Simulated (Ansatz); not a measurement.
# C₃H₇FSn: a ladder of functionals and wavefunction methods

How much do the methods differ for C₃H₇FSn? The plan is to run it at one geometry with functionals of several rungs and with coupled cluster. The yardstick is the atomisation energy at the CCSD(T) limit.

Program: Ansatz 0.2.0, Gaussian basis. Level of theory: functionals in def2-TZVPP, the program's frozen cores in correlated methods. These are calculated values, not measurements.

The runs, in order: PBE-D4, r2SCAN-D4, PBE0-D4, B3LYP-D4, ωB97X-V, ωB97M-V, B2PLYP; CCSD(T)/def2-TZVPP; MP2/def2-QZVPP; extrapolation to the limit.

### Step 1. The relaxed structure

The geometry comes from an earlier relaxation with PBE0-D4 in a triple-zeta def2 set; it is a stationary point, not always the lowest conformer. Sn takes the def2 core potential; no spin-orbit term is included.

SMILES `[CH3][SnH2]/[CH]=C\F`, 12 atoms, charge 0, spin multiplicity 1.

Atoms are counted from 1 here; the program's logs count them from 0.

Bond lengths: C1–Sn2 2.136 Å, C1–H6 1.090 Å, C1–H7 1.090 Å, C1–H8 1.090 Å, Sn2–C3 2.130 Å, Sn2–H9 1.710 Å, Sn2–H10 1.712 Å, C3–C4 1.317 Å, C3–H11 1.084 Å, C4–F5 1.346 Å, C4–H12 1.086 Å. Angles: Sn2–C1–H6 110.4°, Sn2–C1–H7 109.8°, Sn2–C1–H8 109.2°, H6–C1–H7 109.1°, H6–C1–H8 109.3°, H7–C1–H8 109.1°, C1–Sn2–C3 109.7°, C1–Sn2–H9 110.6°, C1–Sn2–H10 111.0°, C3–Sn2–H9 109.5°, C3–Sn2–H10 106.8°, H9–Sn2–H10 109.1°, Sn2–C3–C4 122.6°, Sn2–C3–H11 121.2°, C4–C3–H11 116.2°, C3–C4–F5 121.9°, C3–C4–H12 127.3°, F5–C4–H12 110.8°.

### Step 2. PBE-D4 (GGA)

The input, in.yaml:

```yaml
crystal:
  periodic: [false, false, false]
  atoms:
    - {symbol: C, position_ang: [-1.810886, 0.283447, -0.650009]}
    - {symbol: Sn, position_ang: [-0.286465, -1.116202, -0.121297]}
    - {symbol: C, position_ang: [1.262694, -0.121302, 0.950452]}
    - {symbol: C, position_ang: [1.865372, 0.955173, 0.490084]}
    - {symbol: F, position_ang: [1.547254, 1.493339, -0.701735]}
    - {symbol: H, position_ang: [-2.610698, -0.215616, -1.197092]}
    - {symbol: H, position_ang: [-2.223541, 0.736611, 0.251239]}
    - {symbol: H, position_ang: [-1.379228, 1.064049, -1.275792]}
    - {symbol: H, position_ang: [0.368372, -1.851104, -1.519141]}
    - {symbol: H, position_ang: [-0.902447, -2.331850, 0.914434]}
    - {symbol: H, position_ang: [1.592814, -0.476684, 1.920147]}
    - {symbol: H, position_ang: [2.653658, 1.525039, 0.972812]}
basis:
  gaussian: {orbitals: def2-TZVPP}
hamiltonian: {xc: pbe, dispersion: d4}
output: {forces: true, orbitals: {seedname: orbitals}}
```

Command:

```console
ansatz run in.yaml --threads 4 --pin off --events-out ev --progress --plain --max-ram 10444MiB
```

After this run come: r2SCAN-D4 (meta-GGA); PBE0-D4 (hybrid); B3LYP-D4 (hybrid); ωB97X-V (range-separated); ωB97M-V (range-separated); B2PLYP (double hybrid); CCSD(T) in def2-TZVPP; MP2 in def2-QZVPP.

Before running them: what should the planned runs give, taken together? Wanted: atomisation energy, CCSD(T)/CBS; farthest; mean size of error, hybrid; mean size of error, range-separated; gap, smallest and largest; T1 diagnostic; triples share of the correlation energy.

The runs gave:

```
                               quantity                                           value
        atomisation energy, CCSD(T)/CBS                                   4279.6 kJ/mol
 functionals within 42.8 kJ/mol (1.0 %)  r2SCAN-D4, PBE0-D4, B3LYP-D4, ωB97X-V, ωB97M-V
                               farthest                           PBE-D4 (+67.2 kJ/mol)
             mean size of error, hybrid                                     14.8 kJ/mol
    mean size of error, range-separated                                      4.0 kJ/mol
              gap, smallest and largest            5.21 eV (PBE-D4), 11.66 eV (ωB97X-V)
                          T1 diagnostic                                          0.0125
triples share of the correlation energy                                           3.5 %
```

In words: PBE-D4 misses by +67.2 kJ/mol. Double hybrids carry the basis error of their MP2 part in triple zeta, and no dispersion term here, so their miss is partly the set-up's. The reference freezes the cores and leaves out spin-orbit coupling and excitations past (T), and its outer-core shells are covered unevenly, so misses under about 42.8 kJ/mol can't be ranked. All levels share the lack of spin-orbit coupling, which lowers the free heavy atoms and so the true binding. Hartree-Fock recovers 72 % of the binding; the rest is correlation. Orbital gaps span 5.2 to 11.7 eV; exact exchange widens them. Correlated methods include outer-core shells of Sn, which these sets cover unevenly.
